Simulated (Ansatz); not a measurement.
# C12H10S: one species, many methods

Aim: compute C12H10S with functionals from several rungs and with coupled cluster, and see how far each lands from CCSD(T) at the basis-set limit for the atomisation energy.

Program: Ansatz 0.2.0, Gaussian basis. Level of theory: functionals in def2-TZVPP, the program's frozen cores in correlated methods. These are calculated values, not measurements.

Plan: PBE-D4, r2SCAN-D4, PBE0-D4, B3LYP-D4, ωB97X-V, ωB97M-V, B2PLYP; CCSD(T)/def2-TZVPP; MP2/def2-QZVPP; extrapolation to the limit.

## Step 1: The relaxed structure

All runs share one geometry, relaxed beforehand with PBE0-D4 in a triple-zeta def2 set.

SMILES `c1ccc(Sc2ccccc2)cc1`, 23 atoms, charge 0, spin multiplicity 1.

Atoms are counted from 1 here; the program's logs count them from 0.

Bond lengths: C1–C2 1.389 Å, C1–C13 1.386 Å, C1–H14 1.084 Å, C2–C3 1.384 Å, C2–H15 1.084 Å, C3–C4 1.393 Å, C3–H16 1.083 Å, C4–S5 1.764 Å, C4–C12 1.391 Å, S5–C6 1.764 Å, C6–C7 1.391 Å, C6–C11 1.393 Å, C7–C8 1.387 Å, C7–H17 1.084 Å, C8–C9 1.386 Å, C8–H18 1.084 Å, C9–C10 1.389 Å, C9–H19 1.084 Å and more. Angles: C2–C1–C13 119.6°, C2–C1–H14 120.2°, C13–C1–H14 120.2°, C1–C2–C3 120.5°, C1–C2–H15 120.1°, C3–C2–H15 119.5°, C2–C3–C4 119.9°, C2–C3–H16 120.3°, C4–C3–H16 119.8°, C3–C4–S5 122.3°, C3–C4–C12 119.7°, S5–C4–C12 118.0°, C4–S5–C6 103.3°, S5–C6–C7 118.0°, S5–C6–C11 122.2°, C7–C6–C11 119.7°, C6–C7–C8 120.1°, C6–C7–H17 119.5° and more.

## Step 2: PBE-D4 (GGA)

The input, in.yaml:

```yaml
crystal:
  periodic: [false, false, false]
  atoms:
    - {symbol: C, position_ang: [-3.398826, 1.266133, -0.926038]}
    - {symbol: C, position_ang: [-2.181274, 1.825177, -0.559911]}
    - {symbol: C, position_ang: [-1.006060, 1.111244, -0.715208]}
    - {symbol: C, position_ang: [-1.043947, -0.186596, -1.218666]}
    - {symbol: S, position_ang: [0.420016, -1.126188, -1.510662]}
    - {symbol: C, position_ang: [1.407688, -0.788415, -0.088748]}
    - {symbol: C, position_ang: [2.775175, -0.611128, -0.270424]}
    - {symbol: C, position_ang: [3.603057, -0.422528, 0.826210]}
    - {symbol: C, position_ang: [3.070843, -0.386748, 2.105158]}
    - {symbol: C, position_ang: [1.703777, -0.554394, 2.284496]}
    - {symbol: C, position_ang: [0.874281, -0.766958, 1.197483]}
    - {symbol: C, position_ang: [-2.263661, -0.751107, -1.576813]}
    - {symbol: C, position_ang: [-3.434341, -0.020148, -1.440378]}
    - {symbol: H, position_ang: [-4.315293, 1.832294, -0.808550]}
    - {symbol: H, position_ang: [-2.144298, 2.832665, -0.161156]}
    - {symbol: H, position_ang: [-0.056189, 1.555422, -0.443214]}
    - {symbol: H, position_ang: [3.185015, -0.613663, -1.273858]}
    - {symbol: H, position_ang: [4.667963, -0.287642, 0.675002]}
    - {symbol: H, position_ang: [3.716719, -0.227447, 2.960574]}
    - {symbol: H, position_ang: [1.280250, -0.532597, 3.282265]}
    - {symbol: H, position_ang: [-0.189478, -0.912937, 1.341258]}
    - {symbol: H, position_ang: [-2.291482, -1.766720, -1.954499]}
    - {symbol: H, position_ang: [-4.379935, -0.467721, -1.724318]}
basis:
  gaussian: {orbitals: def2-TZVPP}
hamiltonian: {xc: pbe, dispersion: d4}
output: {forces: true, orbitals: {seedname: orbitals}}
```

The run is started by

```bash
> ansatz run in.yaml --threads 4 --pin off --events-out ev --progress --plain --max-ram 66560MiB --backend cuda --devices 0, --max-vram 37GiB
```

Further steps of the session: r2SCAN-D4 (meta-GGA); PBE0-D4 (hybrid); B3LYP-D4 (hybrid); ωB97X-V (range-separated); ωB97M-V (range-separated); B2PLYP (double hybrid); CCSD(T) in def2-TZVPP; MP2 in def2-QZVPP.

**Question.** What will the summary of the whole plan be? Wanted: atomisation energy, CCSD(T)/CBS; farthest; mean size of error, hybrid; mean size of error, range-separated; gap, smallest and largest; T1 diagnostic; triples share of the correlation energy.

The runs gave:

| quantity | value |
| --- | --- |
| atomisation energy, CCSD(T)/CBS | 11149.9 kJ/mol |
| functionals within 55.7 kJ/mol (0.5 %) | ωB97X-V, B2PLYP |
| farthest | PBE-D4 (+501.1 kJ/mol) |
| mean size of error, hybrid | 167.8 kJ/mol |
| mean size of error, range-separated | 58.3 kJ/mol |
| gap, smallest and largest | 3.44 eV (PBE-D4), 9.38 eV (ωB97X-V) |
| T1 diagnostic | 0.0109 |
| triples share of the correlation energy | 5.3 % |

PBE-D4 is off by +501.1 kJ/mol. Double hybrids carry the basis error of their MP2 part in triple zeta, and no dispersion term here, so their miss is partly the set-up's. Misses under about 55.7 kJ/mol are within the doubt on the reference itself, which lacks core-valence correlation, relativity and higher excitations. Hartree-Fock recovers 74 % of the binding; the rest is correlation. Orbital gaps span 3.4 to 9.4 eV; exact exchange widens them. The restricted reference is unstable towards a spin-broken one.
